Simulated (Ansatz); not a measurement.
Run this with Ansatz 0.2.0, Python API and show what comes out.

`bde.py`:
```python
'''Cost of removing each kind of hydrogen from C2H7BrSi, fragments frozen.'''

import ansatz as az

BASIS = 'def2-SVP'
XC = 'HF'


def energy_of(molecule, charge=0, unpaired=0):
    calc = molecule.calculation().basis(gaussian=BASIS).functional(XC)
    if charge:
        calc = calc.charge(charge)
    if unpaired:
        calc = calc.spin('collinear', total=unpaired)
    report = calc.run(threads=1).report
    if report['published_state_doubts']:
        print('  doubts:', report['published_state_doubts'])
    return report['free_energy_ev']

def without(molecule, index):
    rest = az.Crystal.molecule()
    for i, site in enumerate(molecule.cartesian_sites):
        if i != index:
            rest = rest.atom(site.symbol, site.position_ang)
    return rest

c2h7brsi = (
    az.Crystal.molecule()
    .atom('C', (-1.1184, 0.9903, 0.2112))
    .atom('Si', (-0.008, -0.33, 0.6655))
    .atom('C', (1.2179, -0.6802, -0.6408))
    .atom('Br', (0.468, -1.3246, -2.2551))
    .atom('H', (-1.7621, 0.7613, -0.6953))
    .atom('H', (-1.8594, 1.2714, 1.0163))
    .atom('H', (-0.5953, 1.9575, -0.0295))
    .atom('H', (-0.7423, -1.5332, 0.9925))
    .atom('H', (0.7001, 0.0863, 1.9582))
    .atom('H', (1.8206, 0.2064, -0.8973))
    .atom('H', (1.9442, -1.4622, -0.3051))
)

whole = energy_of(c2h7brsi, 0)
hydrogen = energy_of(az.Crystal.molecule().atom('H', (0, 0, 0)), 0, 1)
print(f'E(molecule) = {whole:.5f} eV, E(H) = {hydrogen:.5f} eV')
for index in [6, 8, 10]:
    radical = energy_of(without(c2h7brsi, index), 0, 1)
    print(f'H{index}: homolysis {96.485332 * (radical + hydrogen - whole):.1f} kJ/mol')
    anion = energy_of(without(c2h7brsi, index), -1)
    print(f'H{index}: loss of a proton {96.485332 * (anion - whole):.1f} kJ/mol')
```

```console
$ python bde.py
E(molecule) = -80020.34015 eV, E(H) = -13.58606 eV
H6: homolysis 366.1 kJ/mol
H6: loss of a proton 1739.7 kJ/mol
H8: homolysis 321.1 kJ/mol
H8: loss of a proton 1710.6 kJ/mol
H10: homolysis 348.8 kJ/mol
H10: loss of a proton 1685.8 kJ/mol
```

Notes:
- Total energies depend on the basis set; only differences at equal settings carry meaning.
- The geometry is a force-field or estimated start, not a minimum of this method, and the basis set is short of its limit. All parts are taken at fixed geometry, without zero-point energy.
- Hartree-Fock leaves correlation out, so bond, atomisation and ionisation energies come out well too low.
- The spin-orbit lowering of heavy atoms is left out.
- Anions want diffuse functions, which this basis lacks.
- Finished in 15 s on 1 thread of Arm Neoverse V2, on a shared host, peak memory 0.34 GiB.
